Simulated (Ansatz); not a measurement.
# C2H7BClGa: a ladder of functionals and wavefunction methods

Aim: compute C2H7BClGa with functionals from several rungs and with coupled cluster, and see how far each lands from CCSD(T) at the basis-set limit for the atomisation energy.

Computed with Ansatz 0.2.0, Gaussian basis. Level: functionals in def2-TZVPP, the program's frozen cores in correlated methods.

Plan: LDA (SPW92), PBE-D4, revPBE-D4, BLYP-D4, r2SCAN-D4, B97M-V, PBE0-D4, B3LYP-D4, r2SCANh-D4, r2SCAN0-D4, HSE06-D4, BHLYP-D4, CAM-B3LYP-D4, LC-ωPBE, ωB97X-V, ωB97M-V, B2PLYP, PBE-QIDH; CCSD(T)/def2-SVP; CCSD(T)/def2-TZVPP; MP2/def2-QZVPP; extrapolation to the limit; RPA on PBE.

## Step 1: Structure used throughout

An earlier PBE0-D4 in a triple-zeta def2 set relaxation fixed the geometry.

SMILES `[CH3][Ga]([CH3])[BH]Cl`, 12 atoms, charge 0, spin multiplicity 1.

Atoms are counted from 1 here; the program's logs count them from 0.

Bond lengths: C1–Ga2 1.979 Å, C1–H6 1.095 Å, C1–H7 1.092 Å, C1–H8 1.091 Å, Ga2–C3 1.978 Å, Ga2–B4 2.094 Å, C3–H9 1.091 Å, C3–H10 1.092 Å, C3–H11 1.095 Å, B4–Cl5 1.755 Å, B4–H12 1.197 Å. Angles: Ga2–C1–H6 109.1°, Ga2–C1–H7 111.8°, Ga2–C1–H8 111.9°, H6–C1–H7 106.9°, H6–C1–H8 108.0°, H7–C1–H8 109.0°, C1–Ga2–C3 117.7°, C1–Ga2–B4 120.6°, C3–Ga2–B4 121.7°, Ga2–C3–H9 113.2°, Ga2–C3–H10 110.8°, Ga2–C3–H11 108.7°, H9–C3–H10 109.1°, H9–C3–H11 107.7°, H10–C3–H11 107.1°, Ga2–B4–Cl5 119.0°, Ga2–B4–H12 127.3°, Cl5–B4–H12 113.8°.

Coordinates:

```mol
C2H7BClGa
  3D, bonds by distance, orders not assigned

 12 11  0  0  0  0  0  0  0  0999 V2000
   -1.6374   -0.9391   -0.2418 C   0  0
    0.0599    0.0689   -0.1074 Ga  0  0
    1.4197   -0.5862    1.1706 C   0  0
    0.3743    1.7873   -1.2617 B   0  0
   -0.1228    3.3445   -0.6215 Cl  0  0
   -2.4330   -0.3660    0.2452 H   0  0
   -1.9416   -1.0844   -1.2808 H   0  0
   -1.5737   -1.9118    0.2487 H   0  0
    2.1413    0.1785    1.4605 H   0  0
    0.9454   -0.9889    2.0686 H   0  0
    1.9737   -1.4074    0.7030 H   0  0
    0.8710    1.8493   -2.3494 H   0  0
  1  2  8  0
  2  3  8  0
  2  4  8  0
  4  5  8  0
  1  6  8  0
  1  7  8  0
  1  8  8  0
  3  9  8  0
  3 10  8  0
  3 11  8  0
  4 12  8  0
M  END
```

## Step 2: LDA

This LDA is Slater exchange with PW92 correlation.

Input file in.yaml:

```yaml
crystal:
  periodic: [false, false, false]
  atoms:
    - {symbol: C, position_ang: [-1.637402, -0.939107, -0.241836]}
    - {symbol: Ga, position_ang: [0.059893, 0.068910, -0.107408]}
    - {symbol: C, position_ang: [1.419708, -0.586183, 1.170650]}
    - {symbol: B, position_ang: [0.374256, 1.787337, -1.261674]}
    - {symbol: Cl, position_ang: [-0.122831, 3.344529, -0.621501]}
    - {symbol: H, position_ang: [-2.433027, -0.365953, 0.245199]}
    - {symbol: H, position_ang: [-1.941566, -1.084373, -1.280805]}
    - {symbol: H, position_ang: [-1.573655, -1.911802, 0.248714]}
    - {symbol: H, position_ang: [2.141321, 0.178455, 1.460528]}
    - {symbol: H, position_ang: [0.945358, -0.988864, 2.068639]}
    - {symbol: H, position_ang: [1.973723, -1.407389, 0.703008]}
    - {symbol: H, position_ang: [0.871023, 1.849340, -2.349414]}
basis:
  gaussian: {orbitals: def2-TZVPP}
hamiltonian: {xc: lda}
output: {orbitals: {seedname: orbitals}}
```

The runs that follow: PBE-D4 (GGA); revPBE-D4 (GGA); BLYP-D4 (GGA); r2SCAN-D4 (meta-GGA); B97M-V (meta-GGA); PBE0-D4 (hybrid); B3LYP-D4 (hybrid); r2SCANh-D4 (hybrid); r2SCAN0-D4 (hybrid); HSE06-D4 (hybrid); BHLYP-D4 (hybrid); CAM-B3LYP-D4 (range-separated); LC-ωPBE (range-separated); ωB97X-V (range-separated); ωB97M-V (range-separated); B2PLYP (double hybrid); PBE-QIDH (double hybrid); CCSD(T) in def2-SVP; CCSD(T) in def2-TZVPP; MP2 in def2-QZVPP; RPA on PBE orbitals.

Q: Predict the results of all the runs planned. Wanted: atomisation energy, CCSD(T)/CBS; farthest beyond LDA; mean size of error, GGA; mean size of error, meta-GGA; mean size of error, hybrid; mean size of error, range-separated; mean size of error, double hybrid; gap, smallest and largest; T1 diagnostic.

**Answer**, as computed:

```
                               quantity                                                                                                                                 value
        atomisation energy, CCSD(T)/CBS                                                                                                                        987.1 kcal/mol
functionals within 9.9 kcal/mol (1.0 %)  revPBE-D4, r2SCAN-D4, B97M-V, PBE0-D4, B3LYP-D4, r2SCANh-D4, r2SCAN0-D4, HSE06-D4, CAM-B3LYP-D4, LC-ωPBE, ωB97X-V, ωB97M-V, PBE-QIDH
                    farthest beyond LDA                                                                                                             BHLYP-D4 (-20.9 kcal/mol)
                mean size of error, GGA                                                                                                                         11.2 kcal/mol
           mean size of error, meta-GGA                                                                                                                          5.2 kcal/mol
             mean size of error, hybrid                                                                                                                          6.6 kcal/mol
    mean size of error, range-separated                                                                                                                          1.1 kcal/mol
      mean size of error, double hybrid                                                                                                                          6.5 kcal/mol
              gap, smallest and largest                                                                                              2.84 eV (LDA (SPW92)), 9.99 eV (LC-ωPBE)
                          T1 diagnostic                                                                                                                                0.0123
triples share of the correlation energy                                                                                                                                 4.0 %
```

What this shows: The LDA atomisation energy is off by 126.6 kcal/mol (13 %): it overbinds. PBE-D4 misses by +13.0 kcal/mol. Double hybrids carry the basis error of their MP2 part in triple zeta, and no dispersion term here, so their miss is partly the set-up's. The rungs range-separated, meta-GGA, double hybrid, hybrid miss on average by less than the doubt on the reference (9.9 kcal/mol), so they tie. Misses under about 9.9 kcal/mol are within the doubt on the reference itself, which lacks core-valence correlation, relativity and higher excitations, and its outer-core shells are covered unevenly. Hartree-Fock recovers 76 % of the binding; the rest is correlation. CCSD(T) in def2-SVP is off by -45.2 kcal/mol, which most functionals beat. Orbital gaps span 2.8 to 10.0 eV; exact exchange widens them. Correlated methods include outer-core shells of Ga, which these sets cover unevenly.
